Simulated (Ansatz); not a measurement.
**C3H13BOSi: one species, many methods**

The task here is to estimate one member of a computed series from the others.

The runs use Ansatz 0.2.0, Gaussian basis; functionals in def2-TZVPP, the program's frozen cores in correlated methods.

Levels to be run: LDA (SPW92), PBE-D4, revPBE-D4, BLYP-D4, r2SCAN-D4, B97M-V, PBE0-D4, B3LYP-D4, r2SCANh-D4, r2SCAN0-D4, HSE06-D4, BHLYP-D4, CAM-B3LYP-D4, LC-ωPBE, ωB97X-V, ωB97M-V, B2PLYP, PBE-QIDH; CCSD(T)/def2-SVP; MP2/def2-TZVPP; RPA on PBE.

1 further run of the same task is left out (it didn't finish). Runs told in other sessions of the task aren't counted.

## The relaxed structure

The geometry comes from an earlier relaxation with PBE0-D4 in a triple-zeta def2 set; it is a stationary point, not always the lowest conformer.

19 atoms, charge 0, spin multiplicity 1.

Atoms are counted from 1 here; the program's logs count them from 0.

Bond lengths: C1–B2 1.578 Å, C1–H7 1.094 Å, C1–H8 1.099 Å, C1–H9 1.093 Å, B2–C3 1.579 Å, B2–C4 1.574 Å, C3–H10 1.094 Å, C3–H11 1.099 Å, C3–H12 1.095 Å, C4–H13 1.092 Å, C4–H14 1.099 Å, C4–H15 1.093 Å, O5–Si6 1.657 Å, O5–H16 0.959 Å, Si6–H17 1.486 Å, Si6–H18 1.479 Å, Si6–H19 1.487 Å. Angles: B2–C1–H7 114.2°, B2–C1–H8 106.9°, B2–C1–H9 114.2°, H7–C1–H8 105.8°, H7–C1–H9 109.0°, H8–C1–H9 106.0°, C1–B2–C3 118.9°, C1–B2–C4 119.3°, C3–B2–C4 119.3°, B2–C3–H10 113.7°, B2–C3–H11 107.4°, B2–C3–H12 114.3°, H10–C3–H11 105.9°, H10–C3–H12 109.3°, H11–C3–H12 105.8°, B2–C4–H13 113.7°, B2–C4–H14 107.5°, B2–C4–H15 113.6° and more.

Set-up of the first run:

in.yaml reads:

```yaml
crystal:
  periodic: [false, false, false]
  atoms:
    - {symbol: C, position_ang: [-0.558515, -1.480722, 0.492000]}
    - {symbol: B, position_ang: [0.371763, -0.671344, -0.492628]}
    - {symbol: C, position_ang: [1.933713, -0.692715, -0.259580]}
    - {symbol: C, position_ang: [-0.192078, -0.221499, -1.892076]}
    - {symbol: O, position_ang: [0.121148, 1.445016, 0.544225]}
    - {symbol: Si, position_ang: [-1.270252, 1.884867, 1.330242]}
    - {symbol: H, position_ang: [-1.613128, -1.193315, 0.451125]}
    - {symbol: H, position_ang: [-0.521776, -2.532726, 0.174805]}
    - {symbol: H, position_ang: [-0.226932, -1.467636, 1.533886]}
    - {symbol: H, position_ang: [2.460469, 0.136834, -0.740000]}
    - {symbol: H, position_ang: [2.322606, -1.607108, -0.728742]}
    - {symbol: H, position_ang: [2.231201, -0.748317, 0.792415]}
    - {symbol: H, position_ang: [0.396096, 0.565058, -2.370546]}
    - {symbol: H, position_ang: [-0.152791, -1.093383, -2.560572]}
    - {symbol: H, position_ang: [-1.239371, 0.090726, -1.861901]}
    - {symbol: H, position_ang: [0.955599, 1.535544, 1.007641]}
    - {symbol: H, position_ang: [-1.444916, 1.120760, 2.592719]}
    - {symbol: H, position_ang: [-2.371711, 1.589879, 0.388702]}
    - {symbol: H, position_ang: [-1.243126, 3.335782, 1.654683]}
basis:
  gaussian: {orbitals: def2-TZVPP}
hamiltonian: {xc: lda}
output: {orbitals: {seedname: orbitals}}
```

Run with:

```
$ ansatz run in.yaml --threads 4 --pin off --events-out ev --progress --plain --max-ram 11315MiB
```

Steps of the session up to this table: LDA; PBE-D4 (GGA); revPBE-D4 (GGA); BLYP-D4 (GGA); r2SCAN-D4 (meta-GGA); B97M-V (meta-GGA); B3LYP-D4 (hybrid); r2SCANh-D4 (hybrid); r2SCAN0-D4 (hybrid); HSE06-D4 (hybrid); BHLYP-D4 (hybrid); CAM-B3LYP-D4 (range-separated); LC-ωPBE (range-separated); ωB97X-V (range-separated); ωB97M-V (range-separated); B2PLYP (double hybrid); PBE-QIDH (double hybrid).

One table of the session follows, with a row left open; its other results are not shown here.

It belongs to the step «Frontier levels by functional». 

| functional | HOMO (eV) | gap (eV) |
| --- | --- | --- |
| LDA (SPW92) | -6.88 | 5.51 |
| PBE-D4 | -6.79 | 5.67 |
| revPBE-D4 | -6.75 | 5.74 |
| BLYP-D4 | -6.71 | 5.68 |
| r2SCAN-D4 | -7.08 | 6.43 |
| B97M-V | ? | ? |
| PBE0-D4 | -8.17 | 7.94 |
| B3LYP-D4 | -7.98 | 7.48 |
| r2SCANh-D4 | -7.59 | 7.23 |
| r2SCAN0-D4 | -8.36 | 8.42 |
| HSE06-D4 | -7.77 | 7.16 |
| BHLYP-D4 | -9.51 | 10.08 |
| CAM-B3LYP-D4 | -9.62 | 10.30 |
| LC-ωPBE | -10.97 | 12.91 |
| ωB97X-V | -10.63 | 12.37 |
| ωB97M-V | -10.50 | 11.87 |

Q: Estimate the row for B97M-V from the others.

The run gave: HOMO (eV): -7.21; gap (eV): 6.26. In the column «HOMO (eV)» it lies between r2SCANh-D4 (-7.59) and r2SCAN-D4 (-7.08).
